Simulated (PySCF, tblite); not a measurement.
**C5H11GaN2O: geometry, infrared bands and NMR shifts**

Aim: predict the infrared bands and NMR shifts of C5H11GaN2O (`C=[C]([GaH2-][NH3+])[C@@H](O)CC#N`).

Programs: tblite 0.8.0 and PySCF 2.14.0, with density-fitted response routines of our own. Each step states its level of theory. These are calculated values for one molecule in the gas phase, unless marked as measured. Atoms count from 0, in the outputs and in this text.

### Step 1. The molecule as given

20 atoms, charge 0, multiplicity 1; geometry from: force field or distance geometry start.

Bonds of the start (Å): C0–C1 1.31, C1–Ga2 1.99, Ga2–N3 1.89, C1–C4 1.48, C4–O5 1.40, C4–C6 1.53, C6–C7 1.45, C7–N8 1.16, C0–H9 1.09, C0–H10 1.08, Ga2–H11 1.61, Ga2–H12 1.59, N3–H13 1.05, N3–H14 1.06, N3–H15 1.04, C4–H16 1.10, O5–H17 1.00, C6–H18 1.09, C6–H19 1.11.

### Step 2. Optimising the geometry with GFN2-xTB

What the job is given:

```
{"job": {"kind": "relax", "xc": "GFN2-xTB", "basis": "xTB"}, "charge": 0, "multiplicity": 1}
C     -0.341600    -0.686900    -1.900400
C      0.103200    -0.497300    -0.679800
Ga     2.023500    -0.025900    -0.496100
N      2.321200     1.420900     0.677000
C     -0.672700    -0.639300     0.576000
O     -0.550300     0.477700     1.404100
C     -2.136000    -0.821100     0.163500
C     -2.615200     0.327200    -0.575500
N     -3.007300     1.225700    -1.187900
H      0.355300    -0.556400    -2.730300
H     -1.351700    -0.954900    -2.174200
H      2.581400     0.325900    -1.959900
H      2.768900    -1.316600     0.043500
H      2.846700     1.058300     1.512700
H      2.963100     2.110000     0.198800
H      1.479700     1.953500     0.973100
H     -0.366700    -1.517700     1.154500
H     -1.450600     0.864600     1.594200
H     -2.178700    -1.713300    -0.466300
H     -2.777400    -1.023900     1.050700
```

Started as:

```
OMP_NUM_THREADS=1 python probes_run.py task.json out
```

This one command runs all jobs of the session in turn.

Log:

```text
step      E/eV     max force
  0    -742.78797    2.606
  1    -743.01530    4.481
  2    -742.97092    5.209
  3    -743.18428    0.875
  4    -743.22585    0.596
  5    -743.27310    1.094
  6    -743.31451    0.424
  7    -743.33824    0.471
  8    -743.36341    0.481
  9    -743.38325    0.410
 10    -743.40002    0.285
 11    -743.41167    0.329
 12    -743.42490    0.301
 13    -743.43926    0.257
 14    -743.45040    0.332
 15    -743.45986    0.336
 16    -743.47029    0.247
 17    -743.47972    0.225
 18    -743.48667    0.164
 19    -743.49122    0.200
 20    -743.49456    0.179
 21    -743.49820    0.170
 22    -743.50248    0.174
 23    -743.50740    0.223
 24    -743.51242    0.215
 25    -743.51627    0.142
 26    -743.51887    0.123
 27    -743.52095    0.108
 28    -743.52280    0.136
 29    -743.52457    0.126
 30    -743.52640    0.111
 31    -743.52833    0.112
 32    -743.53045    0.157
 33    -743.53262    0.146
 34    -743.53439    0.098
 35    -743.53576    0.104
 36    -743.53714    0.099
 37    -743.53862    0.126
 38    -743.54013    0.105
 39    -743.54168    0.092
 40    -743.54341    0.119
 41    -743.54561    0.127
 42    -743.54851    0.154
 43    -743.55208    0.138
 44    -743.55666    0.171
 45    -743.56358    0.218
 46    -743.57378    0.273
 47    -743.58619    0.376
 48    -743.58526    0.952
 49    -743.58851    1.059
 50    -743.60685    0.195
 51    -743.61245    0.154
 52    -743.62348    0.672
 53    -743.63295    0.223
 54    -743.64476    0.278
 55    -743.65872    0.302
 56    -743.66734    0.209
 57    -743.67348    0.219
 58    -743.67767    0.202
 59    -743.68192    0.210
 60    -743.68662    0.253
 61    -743.69186    0.196
 62    -743.69860    0.216
 63    -743.70260    0.172
 64    -743.70862    0.193
 65    -743.71459    0.247
 66    -743.72082    0.241
 67    -743.72556    0.157
 68    -743.72873    0.132
 69    -743.73082    0.117
 70    -743.73301    0.172
 71    -743.73597    0.211
 72    -743.73964    0.211
 73    -743.74315    0.179
 74    -743.74646    0.129
 75    -743.75003    0.118
 76    -743.75415    0.115
 77    -743.75853    0.117
 78    -743.76191    0.120
 79    -743.76395    0.091
 80    -743.76514    0.088
 81    -743.76641    0.083
 82    -743.76795    0.079
 83    -743.76971    0.101
 84    -743.77075    0.111
 85    -743.77187    0.101
 86    -743.77275    0.074
 87    -743.77373    0.079
 88    -743.77524    0.103
 89    -743.77705    0.166
 90    -743.77955    0.147
 91    -743.78284    0.161
 92    -743.78752    0.222
 93    -743.79320    0.229
 94    -743.79814    0.299
 95    -743.80310    0.211
 96    -743.80795    0.185
 97    -743.81565    0.235
 98    -743.82310    0.243
 99    -743.82989    0.290
100    -743.84047    0.308
101    -743.84716    0.844
102    -743.86488    0.451
103    -743.87827    0.451
104    -743.89148    0.717
105    -743.89794    0.551
106    -743.91678    0.354
107    -743.92745    0.314
108    -743.93770    0.590
109    -743.94942    0.291
110    -743.95510    0.414
111    -743.96196    0.217
112    -743.96845    0.188
113    -743.97454    0.144
114    -743.97787    0.144
115    -743.98080    0.115
116    -743.98232    0.090
117    -743.98352    0.082
118    -743.98429    0.076
119    -743.98518    0.089
120    -743.98662    0.110
121    -743.98813    0.111
122    -743.98997    0.107
123    -743.99207    0.116
124    -743.99466    0.131
125    -743.99757    0.145
126    -744.00036    0.118
127    -744.00264    0.169
128    -744.00458    0.159
129    -744.00667    0.124
130    -744.00936    0.103
131    -744.01176    0.169
132    -744.01350    0.155
133    -744.01512    0.151
134    -744.01683    0.081
135    -744.01872    0.095
136    -744.02077    0.164
137    -744.02277    0.135
138    -744.02464    0.211
139    -744.02607    0.129
140    -744.02706    0.128
141    -744.02767    0.122
142    -744.02818    0.089
143    -744.02866    0.091
144    -744.02931    0.066
145    -744.03014    0.087
146    -744.03112    0.089
147    -744.03210    0.076
148    -744.03304    0.084
149    -744.03388    0.071
150    -744.03461    0.076
151    -744.03523    0.064
152    -744.03578    0.073
153    -744.03638    0.065
154    -744.03710    0.092
155    -744.03797    0.085
156    -744.03888    0.085
157    -744.03978    0.064
158    -744.04059    0.079
159    -744.04133    0.079
160    -744.04194    0.061
161    -744.04242    0.042
162    -744.04273    0.031
163    -744.04301    0.043
164    -744.04325    0.040
165    -744.04350    0.033
166    -744.04372    0.035
167    -744.04402    0.050
168    -744.04446    0.065
169    -744.04506    0.071
170    -744.04576    0.055
171    -744.04639    0.046
172    -744.04682    0.040
173    -744.04713    0.045
174    -744.04738    0.038
175    -744.04757    0.037
176    -744.04775    0.034
177    -744.04800    0.045
178    -744.04837    0.065
179    -744.04882    0.073
180    -744.04917    0.043
181    -744.04937    0.041
182    -744.04954    0.031
183    -744.04976    0.038
184    -744.05007    0.038
185    -744.05033    0.035
186    -744.05056    0.039
187    -744.05083    0.035
188    -744.05119    0.037
189    -744.05155    0.036
190    -744.05182    0.030
191    -744.05200    0.025
192    -744.05212    0.029
193    -744.05220    0.019
194    -744.05227    0.016
195    -744.05231    0.016
196    -744.05237    0.022
197    -744.05245    0.026
198    -744.05256    0.029
199    -744.05270    0.044
200    -744.05289    0.047
201    -744.05314    0.043
202    -744.05346    0.045
203    -744.05377    0.042
204    -744.05399    0.027
205    -744.05412    0.032
206    -744.05423    0.024
207    -744.05432    0.017
208    -744.05439    0.014
209    -744.05443    0.016
210    -744.05449    0.017
211    -744.05457    0.019
212    -744.05465    0.018
213    -744.05473    0.019
214    -744.05479    0.022
215    -744.05487    0.022
216    -744.05496    0.019
217    -744.05505    0.022
218    -744.05516    0.027
219    -744.05527    0.028
220    -744.05542    0.028
221    -744.05560    0.033
222    -744.05578    0.029
223    -744.05594    0.027
224    -744.05606    0.026
225    -744.05616    0.019
226    -744.05622    0.027
227    -744.05627    0.017
228    -744.05633    0.014
229    -744.05637    0.012
230    -744.05639    0.013
231    -744.05641    0.013
232    -744.05641    0.006
```

It took 5.7 s on 1 thread of Intel Xeon at 2.50GHz, shared host.

Step by step: (not every step is listed) (the energy doesn't fall at every step)

```csv
step,energy from step 0 (eV),largest force (eV/Å)
0,0.0000,2.6058
1,-0.2273,4.4809
2,-0.1830,5.2090
3,-0.3963,0.8749
4,-0.4379,0.5956
5,-0.4851,1.0935
6,-0.5265,0.4242
7,-0.5503,0.4714
8,-0.5754,0.4806
29,-0.7366,0.1264
50,-0.8189,0.1952
71,-0.9480,0.2114
92,-0.9995,0.2217
113,-1.1866,0.1436
134,-1.2289,0.0811
155,-1.2500,0.0847
176,-1.2598,0.0342
197,-1.2645,0.0264
218,-1.2672,0.0271
227,-1.2683,0.0175
228,-1.2684,0.0142
229,-1.2684,0.0124
230,-1.2684,0.0128
231,-1.2684,0.0130
232,-1.2684,0.0058
```

Close pairs (by a distance rule), those that changed most:

```csv
bond,before (Å),after (Å),change (Å)
Ga2–N3,1.886,2.125,+0.239
Ga2–H11,1.606,1.563,-0.043
Ga2–H12,1.585,1.544,-0.041
N3–H14,1.056,1.018,-0.038
O5–H17,0.998,0.964,-0.034
N3–H13,1.052,1.018,-0.033
C1–Ga2,1.986,2.018,+0.033
C1–C4,1.483,1.506,+0.023
```

The final coordinates are the input of the step that follows.

### Step 3. Harmonic vibrations with GFN2-xTB

What the job is given:

```
{"job": {"kind": "ir", "xc": "GFN2-xTB", "basis": "xTB"}, "charge": 0, "multiplicity": 1}
C     -0.260088    -1.296807    -2.182620
C      0.119141    -0.917814    -0.970025
Ga     1.848591    -0.070851    -0.365203
N      1.541321     1.853972     0.480985
C     -0.743616    -1.122689     0.247532
O      0.085449    -0.660939     1.301117
C     -2.052370    -0.294010     0.172915
C     -1.696689     1.086561     0.026934
N     -1.337270     2.171543    -0.045235
H      0.393609    -1.127347    -3.025174
H     -1.205355    -1.784976    -2.400021
H      2.668729     0.431582    -1.596629
H      2.736375    -0.706285     0.726553
H      1.507634     1.832472     1.498456
H      2.300371     2.471798     0.199749
H      0.659095     2.259413     0.150960
H     -1.010085    -2.179670     0.400812
H     -0.272199    -0.897960     2.164129
H     -2.637202    -0.619019    -0.689390
H     -2.650589    -0.418294     1.081727
```

Log:

```text
mode    cm-1     km/mol
  1      52.3      5.94
  2      62.2      7.91
  3      97.3     10.63
  4     118.6      2.69
  5     144.8      8.99
  6     154.8      1.45
  7     182.6     19.81
  8     210.8      9.19
  9     238.8      3.91
 10     290.1      6.54
 11     328.7    104.03
 12     338.8     57.29
 13     353.9      4.33
 14     373.7      8.55
 15     381.0     10.09
 16     445.1     21.10
 17     470.0    110.80
 18     511.1    124.80
 19     549.2    139.29
 20     558.7      5.19
 21     615.8     40.47
 22     642.5    276.43
 23     758.1     23.73
 24     785.5    395.35
 25     865.2      3.70
 26     887.5      3.86
 27     902.0     19.75
 28     960.7      1.74
 29    1022.8     15.54
 30    1044.9     57.23
 31    1106.7      4.15
 32    1128.4     42.83
 33    1178.5     44.40
 34    1203.7     63.90
 35    1238.7    245.12
 36    1296.7     23.76
 37    1303.7     12.27
 38    1404.3      2.75
 39    1413.8      5.95
 40    1470.4     38.87
 41    1479.4     52.56
 42    1654.5    180.73
 43    1683.9    115.52
 44    1737.2    507.65
 45    2397.2    209.13
 46    2847.7     74.49
 47    2937.3     24.98
 48    2985.6      0.14
 49    2989.7    116.69
 50    3073.9     23.17
 51    3232.1    116.65
 52    3362.8     33.03
 53    3374.7      8.98
 54    3518.0      2.40
```

Wall time 2.9 s (1 thread of Intel Xeon at 2.50GHz, shared host).

Which atoms move in the most intense modes:

| cm⁻¹ | km/mol | atoms |
| --- | --- | --- |
| 511 | 124.8 | H11 36 %, H12 28 % |
| 549 | 139.3 | H12 33 %, H13 20 %, H15 17 %, H11 15 % |
| 642 | 276.4 | H11 57 %, H12 22 % |
| 786 | 395.4 | H12 55 %, H11 40 % |
| 1239 | 245.1 | H15 33 %, H14 26 %, H13 26 %, N3 15 % |
| 1654 | 180.7 | H11 64 %, C1 14 %, C0 13 % |
| 1737 | 507.6 | H12 90 % |
| 2397 | 209.1 | C7 60 %, N8 39 % |

### Step 4. NMR shieldings: PBE0/pcSseg-1

The job, as its differences from that of step 3:

```diff
@@ -1,2 +1,2 @@
-{"job": {"kind": "ir", "xc": "GFN2-xTB", "basis": "xTB"}, "charge": 0, "multiplicity": 1}
+{"job": {"kind": "nmr", "xc": "PBE0", "basis": "pcSseg-1"}, "charge": 0, "multiplicity": 1}
 C     -0.260088    -1.296807    -2.182620
```

Method: GIAO PBE0/pcSseg-1 NMR shielding, non-relativistic, gas phase.

Log:

```text
coarse grid: 75928 points
cycle   1  E = -2305.5795123286  dE =  5.320e-01  |g| = 1.168e+00  |ddm| = 4.145e+00
cycle   2  E = -2305.3777462169  dE =  2.018e-01  |g| = 1.562e+00  |ddm| = 1.868e+00
cycle   3  E = -2305.7234819442  dE = -3.457e-01  |g| = 3.671e-01  |ddm| = 1.278e+00
cycle   4  E = -2305.7494488122  dE = -2.597e-02  |g| = 1.154e-01  |ddm| = 2.749e-01
cycle   5  E = -2305.7517923630  dE = -2.344e-03  |g| = 3.008e-02  |ddm| = 8.841e-02
cycle   6  E = -2305.7519539682  dE = -1.616e-04  |g| = 8.665e-03  |ddm| = 2.843e-02
cycle   7  E = -2305.7519676184  dE = -1.365e-05  |g| = 2.133e-03  |ddm| = 9.317e-03
cycle   8  E = -2305.7519685832  dE = -9.648e-07  |g| = 9.137e-04  |ddm| = 2.840e-03
final grid: 161616 points
cycle   9  E = -2305.7520312637  dE =  2.915e-07  |g| = 1.611e-03  |ddm| = 3.737e-03
cycle  10  E = -2305.7520297613  dE =  1.502e-06  |g| = 2.936e-03  |ddm| = 3.765e-03
cycle  11  E = -2305.7520318928  dE = -2.131e-06  |g| = 2.393e-04  |ddm| = 2.468e-03
cycle  12  E = -2305.7520319045  dE = -1.170e-08  |g| = 4.633e-05  |ddm| = 1.763e-04
cycle  13  E = -2305.7520319049  dE = -4.384e-10  |g| = 1.390e-05  |ddm| = 4.138e-05
converged SCF energy = -2305.7520319049

GIAO shielding tensors (ppm)
atom      isotropic    diamagn.    paramagn.     s11        s22        s33       span
  0 C       57.268     253.507    -196.239    -61.828     72.530    161.103    222.932
  1 C        4.917     265.354    -260.438    -98.118    -15.900    128.768    226.886
  2 Ga    1520.241    2635.516   -1115.275   1490.381   1505.181   1565.160     74.778
  3 N      230.935     318.585     -87.651    217.474    229.978    245.353     27.879
  4 C      110.464     244.607    -134.142     88.746    101.797    140.850     52.104
  5 O      251.125     393.215    -142.089    185.578    247.635    320.162    134.584
  6 C      157.293     252.860     -95.567    145.915    151.364    174.600     28.685
  7 C       56.434     263.863    -207.429    -59.643    -50.019    278.964    338.607
  8 N      -18.854     340.712    -359.567   -190.683   -178.091    312.211    502.895
  9 H       25.531      31.232      -5.700     22.576     23.616     30.402      7.826
 10 H       25.568      31.415      -5.846     21.522     24.758     30.424      8.902
 11 H       27.475      29.710      -2.235     20.898     23.177     38.350     17.452
 12 H       27.127      29.383      -2.256     21.186     22.644     37.551     16.365
 13 H       29.721      31.558      -1.837     24.011     26.123     39.029     15.019
 14 H       29.773      29.118       0.655     22.745     25.435     41.139     18.394
 15 H       26.672      32.990      -6.318     17.895     22.799     39.322     21.428
 16 H       26.957      31.356      -4.399     23.419     25.768     31.684      8.265
 17 H       30.017      34.107      -4.089     20.568     26.230     43.255     22.687
 18 H       29.327      30.170      -0.843     25.767     26.739     35.476      9.709
 19 H       29.288      29.433      -0.145     25.303     26.936     35.625     10.323
```

Run time: 2.4 min. Hardware: 1 thread of Intel Xeon at 2.50GHz, shared host; peak memory 1 GiB.

Shifts follow as δ = σ(reference) − σ, with reference shieldings (ppm) from runs at the same level and on the same kind of geometry: 1H TMS 31.72, 13C TMS 186.9, 15N NH3 267.7, 17O H2O 336.1. The references are single molecules in the gas phase, so shifts against H2O, NH3, PH3, H3PO4 or CFCl3 are not on the usual liquid scales and can be off by tens of ppm. Atoms listed in one row are averaged.

```
        atoms                                     environment  σ (ppm)  δ (ppm)
           C1                 fully substituted alkene carbon      4.9    182.0
           C7                                  nitrile carbon     56.4    130.5
           C0                            terminal =CH2 carbon     57.3    129.7
           C4                      allylic sp3 CH bonded to O    110.5     76.5
           C6                          sp3 CH2 α to a nitrile    157.3     29.6
           H9              hydrogen on a terminal =CH2 carbon    25.53     6.19
          H10              hydrogen on a terminal =CH2 carbon    25.57     6.15
          H16       hydrogen on an allylic sp3 CH bonded to O    26.96     4.76
          H12                 hydrogen on a Ga bonded to C, N    27.13     4.59
          H11                 hydrogen on a Ga bonded to C, N    27.48     4.24
H13, H14, H15  hydrogen on a donor nitrogen of a Lewis adduct    28.72     2.99
          H19           hydrogen on an sp3 CH2 α to a nitrile    29.29     2.43
          H18           hydrogen on an sp3 CH2 α to a nitrile    29.33     2.39
          H17                   hydrogen on an alcohol oxygen    30.02     1.70
          Ga2                          Ga bonded to C, N, 2 H     1520        –
           N8                                nitrile nitrogen    -18.9    286.6
           N3                donor nitrogen of a Lewis adduct    230.9     36.8
           O5                                  alcohol oxygen    251.1     85.0
```

Charges from the same density, by scheme (e):

```csv
atoms,Mulliken,IAO,Hirshfeld,ESP fit
C0,-0.10,-0.31,-0.11,-0.43
C1,-0.64,-0.26,-0.13,-0.16
Ga2,0.71,0.38,0.25,0.58
N3,-0.50,-0.58,-0.17,-0.53
C4,0.12,0.10,0.04,0.21
O5,-0.44,-0.51,-0.17,-0.56
C6,-0.15,-0.31,-0.05,-0.37
C7,0.15,0.18,0.10,0.46
N8,-0.34,-0.27,-0.20,-0.51
```

Mayer bond orders: C0–C1 2.03, C1–Ga2 0.61, Ga2–N3 0.34, C1–C4 0.94, C4–O5 0.93, C4–C6 0.99, C6–C7 1.01, C7–N8 2.94.

### Step 5. Results

```
                                                              quantity                                                     value
                             strongest single infrared mode (GFN2-xTB)                                     1737 cm⁻¹, 508 km/mol
                                          zero-point energy (GFN2-xTB)                                             92.0 kcal/mol
                                13C shifts against TMS (PBE0/pcSseg-1)                       182.0, 130.5, 129.7, 76.5, 29.6 ppm
1H shifts against TMS (PBE0/pcSseg-1, means over atoms taken as alike)  6.19, 6.15, 4.76, 4.59, 4.24, 2.99, 2.43, 2.39, 1.70 ppm
                                15N shifts against NH3 (PBE0/pcSseg-1)                                           286.6, 36.8 ppm
                                17O shifts against H2O (PBE0/pcSseg-1)                                                  85.0 ppm
                                      shieldings of Ga (PBE0/pcSseg-1)                                            Ga2 1520.2 ppm
```

What this shows: Relaxing lowered the energy by 1.268 eV in 232 steps; the close pair that moved most is Ga2–N3, from 1.886 to 2.125 Å. All 54 modes are real, so the xTB geometry is a minimum. The strongest single mode, at 1737 cm⁻¹, moves mainly H12. GFN2-xTB is a fitted tight-binding method: band positions and strengths are rough. Its intensities can rank the bands wrongly. At PBE0/pcSseg-1: The widest tensor belongs to N8: span 503 ppm, with a paramagnetic part of -360 ppm. Spin-orbit coupling is left out, which matters for shieldings and couplings at and beside the heavy atoms.
